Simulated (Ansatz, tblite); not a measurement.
# C22H24Se3Si2: a ladder of methods and basis sets

Aim: run the singlet of C22H24Se3Si2 at one geometry on many levels, and compare frontier levels, spin and run time.

Computed with Ansatz 0.2.0, Gaussian basis. Level: as each input shows.

The runs, in order: GFN1-xTB, GFN2-xTB, PBE-D4/def2-TZVP, r2SCAN-D4/def2-TZVP, PBE-D4/def2-SVP, PBE0-D4/def2-SVP.

1 further run of the same task is left out (set aside as unsound or not needed).

## Step 1: The relaxed structure

The singlet was relaxed beforehand with PBE-D4/def2-SVP.

SMILES `C[Si](C)(C)C#Cc1ccc(-c2ccc(-c3ccc(C#C[Si](C)(C)C)[se]3)[se]2)[se]1`, 51 atoms, charge 0, spin multiplicity 1.

Bond lengths: C1–Si2 1.891 Å, C1–H28 1.109 Å, C1–H29 1.109 Å, C1–H30 1.110 Å, Si2–C3 1.890 Å, Si2–C4 1.891 Å, Si2–C5 1.848 Å, C3–H31 1.110 Å, C3–H32 1.109 Å, C3–H33 1.109 Å, C4–H34 1.109 Å, C4–H35 1.109 Å, C4–H36 1.110 Å, C5–C6 1.240 Å, C6–C7 1.402 Å, C7–C8 1.396 Å, C7–Se27 1.901 Å, C8–C9 1.414 Å and more. Angles: Si2–C1–H28 111.0°, Si2–C1–H29 111.0°, Si2–C1–H30 110.5°, H28–C1–H29 108.0°, H28–C1–H30 108.2°, H29–C1–H30 108.1°, C1–Si2–C3 110.5°, C1–Si2–C4 110.3°, C1–Si2–C5 108.5°, C3–Si2–C4 110.6°, C3–Si2–C5 108.3°, C4–Si2–C5 108.5°, Si2–C3–H31 110.5°, Si2–C3–H32 111.0°, Si2–C3–H33 111.0°, H31–C3–H32 108.1°, H31–C3–H33 108.1°, H32–C3–H33 108.0° and more.

PBE0-D4/def2-TZVP was run before; its log isn't repeated, and its numbers join the tables.

## Step 2: GFN1-xTB

Tight binding, by tblite at 300 K electronic temperature and without a spin-polarisation term:

```python
tblite.interface.Calculator('GFN1-xTB', numbers, positions, charge=0, uhf=0).singlepoint()
```

Energy -1988.5258 eV, HOMO -10.25 eV, LUMO -8.66 eV; 0.2 s.

## Step 3: GFN2-xTB

Tight binding, by tblite at 300 K electronic temperature and without a spin-polarisation term:

```python
tblite.interface.Calculator('GFN2-xTB', numbers, positions, charge=0, uhf=0).singlepoint()
```

Energy -1962.3252 eV, HOMO -9.62 eV, LUMO -8.07 eV; 0.17 s.

## Step 4: PBE-D4/def2-TZVP

start.molden holds the orbitals of an earlier run on this state, given as this run's starting guess.

Input file in.yaml:

```yaml
crystal:
  periodic: [false, false, false]
  atoms:
    - {symbol: C, position_ang: [10.155421, -1.139345, -1.447800]}
    - {symbol: Si, position_ang: [9.602358, 0.275751, -0.322168]}
    - {symbol: C, position_ang: [10.233402, 1.930805, -0.982336]}
    - {symbol: C, position_ang: [10.213355, -0.011735, 1.444005]}
    - {symbol: C, position_ang: [7.754867, 0.324913, -0.304278]}
    - {symbol: C, position_ang: [6.515633, 0.360757, -0.293372]}
    - {symbol: C, position_ang: [5.113668, 0.371848, -0.268498]}
    - {symbol: C, position_ang: [4.231233, 1.375582, -0.672337]}
    - {symbol: C, position_ang: [2.856787, 1.081543, -0.518275]}
    - {symbol: C, position_ang: [2.550396, -0.171523, 0.017634]}
    - {symbol: C, position_ang: [1.260312, -0.740733, 0.286661]}
    - {symbol: C, position_ang: [0.942196, -1.990631, 0.819747]}
    - {symbol: C, position_ang: [-0.434249, -2.274255, 0.970257]}
    - {symbol: C, position_ang: [-1.312984, -1.266490, 0.567101]}
    - {symbol: C, position_ang: [-2.751771, -1.283003, 0.606939]}
    - {symbol: C, position_ang: [-3.577658, -2.312774, 1.068130]}
    - {symbol: C, position_ang: [-4.968500, -2.072277, 0.995787]}
    - {symbol: C, position_ang: [-5.346410, -0.833820, 0.471804]}
    - {symbol: C, position_ang: [-6.630814, -0.308231, 0.274219]}
    - {symbol: C, position_ang: [-7.758512, 0.173598, 0.091967]}
    - {symbol: Si, position_ang: [-9.440649, 0.889848, -0.178536]}
    - {symbol: C, position_ang: [-9.675004, 1.199577, -2.029368]}
    - {symbol: C, position_ang: [-10.721706, -0.348702, 0.455326]}
    - {symbol: C, position_ang: [-9.562677, 2.517612, 0.776507]}
    - {symbol: Se, position_ang: [-3.802020, 0.168679, 0.000841]}
    - {symbol: Se, position_ang: [-0.334266, 0.220567, -0.080339]}
    - {symbol: Se, position_ang: [4.145177, -1.124665, 0.391750]}
    - {symbol: H, position_ang: [9.788289, -0.991094, -2.483436]}
    - {symbol: H, position_ang: [9.766317, -2.111553, -1.082998]}
    - {symbol: H, position_ang: [11.263333, -1.201480, -1.479024]}
    - {symbol: H, position_ang: [11.343040, 1.939998, -1.009336]}
    - {symbol: H, position_ang: [9.862245, 2.117021, -2.010412]}
    - {symbol: H, position_ang: [9.897331, 2.769126, -0.339212]}
    - {symbol: H, position_ang: [9.825284, -0.968851, 1.847774]}
    - {symbol: H, position_ang: [9.880633, 0.803543, 2.117731]}
    - {symbol: H, position_ang: [11.322433, -0.051319, 1.470186]}
    - {symbol: H, position_ang: [4.602341, 2.325601, -1.081354]}
    - {symbol: H, position_ang: [2.068250, 1.795147, -0.802631]}
    - {symbol: H, position_ang: [1.724656, -2.710738, 1.104346]}
    - {symbol: H, position_ang: [-0.796045, -3.228454, 1.378523]}
    - {symbol: H, position_ang: [-3.164386, -3.251471, 1.463594]}
    - {symbol: H, position_ang: [-5.723461, -2.799670, 1.325591]}
    - {symbol: H, position_ang: [-9.586193, 0.255265, -2.603566]}
    - {symbol: H, position_ang: [-10.677851, 1.632635, -2.228128]}
    - {symbol: H, position_ang: [-8.912250, 1.906950, -2.413939]}
    - {symbol: H, position_ang: [-10.579908, -0.549621, 1.536644]}
    - {symbol: H, position_ang: [-10.643625, -1.313337, -0.086172]}
    - {symbol: H, position_ang: [-11.749085, 0.046646, 0.309543]}
    - {symbol: H, position_ang: [-10.562985, 2.978360, 0.635415]}
    - {symbol: H, position_ang: [-9.407786, 2.353060, 1.861961]}
    - {symbol: H, position_ang: [-8.798140, 3.241385, 0.427525]}
basis:
  gaussian: {orbitals: def2-TZVP, fitting: {mean_field: def2-universal-jkfit}, initial_orbitals: start.molden}
hamiltonian: {xc: pbe, dispersion: d4}
scf: {omitted_lower_state_checks: [starts]}
output: {orbitals: {seedname: orbitals}}
```

Launch:

```bash
$ ansatz run in.yaml --threads 2 --pin off --events-out ev --progress --plain --max-ram 32768MiB --backend cuda --devices 0, --max-vram 18GiB
```

After this run come: r2SCAN-D4/def2-TZVP; PBE-D4/def2-SVP; PBE0-D4/def2-SVP.

Q: Predict the results of all the runs planned. Wanted: gap in def2-TZVP, named functionals, smallest and largest; binding an atom, functionals in def2-TZVP; PBE0 total energy, smallest basis above largest.

**Answer**, as computed:

| quantity | value |
| --- | --- |
| gap in def2-TZVP, named functionals, smallest and largest | 1.62 eV (PBE-D4), 2.87 eV (PBE0-D4) |
| binding an atom, functionals in def2-TZVP | 4.67 (r2SCAN-D4) to 4.80 eV (PBE-D4) |
| PBE0 total energy, smallest basis above largest | 53.99 eV (def2-SVP, def2-TZVP) |

What this shows: Over the named functionals in def2-TZVP the gap runs from 1.62 eV (PBE-D4) to 2.87 eV (PBE0-D4); exact exchange widens it.
